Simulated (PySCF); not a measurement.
# C3H10ClFSi2: electronic excitations

What electronic excitations should C3H10ClFSi2 (`C[C@@H]([SiH2]F)[SiH2]CCl`) show?

Computed with PySCF 2.14.0, with density-fitted response routines of our own, on a single molecule in the gas phase. Atoms count from 0, in the outputs and in this text.

### 1 The molecule as given

17 atoms, charge 0, multiplicity 1; geometry from: GFN2-xTB.

Bonds of the start (Å): C0–C1 1.53, C1–Si2 1.90, Si2–F3 1.61, C1–Si4 1.91, Si4–C5 1.91, C5–Cl6 1.78, C0–H7 1.09, C0–H8 1.09, C0–H9 1.09, C1–H10 1.10, Si2–H11 1.46, Si2–H12 1.46, Si4–H13 1.47, Si4–H14 1.47, C5–H15 1.09, C5–H16 1.09.

### 2 TDDFT and polarisability: CAM-B3LYP/def2-SVPD

The job: settings as JSON, then the geometry in Å.

```
{"job": {"kind": "uv", "xc": "CAM-B3LYP", "basis": "def2-SVPD", "nstates": 8, "ntriplets": 3}, "charge": 0, "multiplicity": 1}
C     -1.307298    -1.635145    -0.414625
C     -0.478887    -0.348124    -0.454173
Si    -1.584890     1.162364    -0.123645
F     -0.664816     2.487983    -0.128411
Si     1.023350    -0.477800     0.715619
C      2.242202     0.944477     0.347407
Cl     2.907191     0.702820    -1.289923
H     -0.694126    -2.499842    -0.659461
H     -1.725619    -1.793364     0.576843
H     -2.131207    -1.594028    -1.125117
H     -0.081454    -0.245025    -1.470342
H     -2.173188     1.144508     1.208798
H     -2.555551     1.391137    -1.185853
H      0.619424    -0.369199     2.124501
H      1.732735    -1.741085     0.488293
H      3.089548     0.957204     1.027327
H      1.775589     1.925148     0.352850
```

Level: TDDFT CAM-B3LYP/def2-SVPD, vertical, gas phase, core orbitals frozen in the response.

Started as:

```bash
> OMP_NUM_THREADS=1 python probes_run.py task.json out
```

One launch serves the whole session: the jobs run in the order shown.

What will the session give for the following? lowest singlet (CAM-B3LYP/def2-SVPD); brightest single state of those computed; lowest triplet. Wanted: lowest singlet; brightest single state of those computed; lowest triplet.

**Answer**, as computed:

| quantity | value |
| --- | --- |
| lowest singlet (CAM-B3LYP/def2-SVPD) | 6.82 eV (182 nm), f = 0.023 |
| brightest single state of those computed | state 3, 7.27 eV, f = 0.033 |
| lowest triplet | 6.15 eV |

The lowest singlet, at 6.82 eV, is HOMO→LUMO+2 0.32, HOMO→LUMO 0.32 and is weak; of the 8 states computed, the strongest absorption comes from state 3 at 7.27 eV. The lowest triplet lies 0.67 eV below the lowest singlet (triplets in Tamm-Dancoff, singlets in full TDDFT).
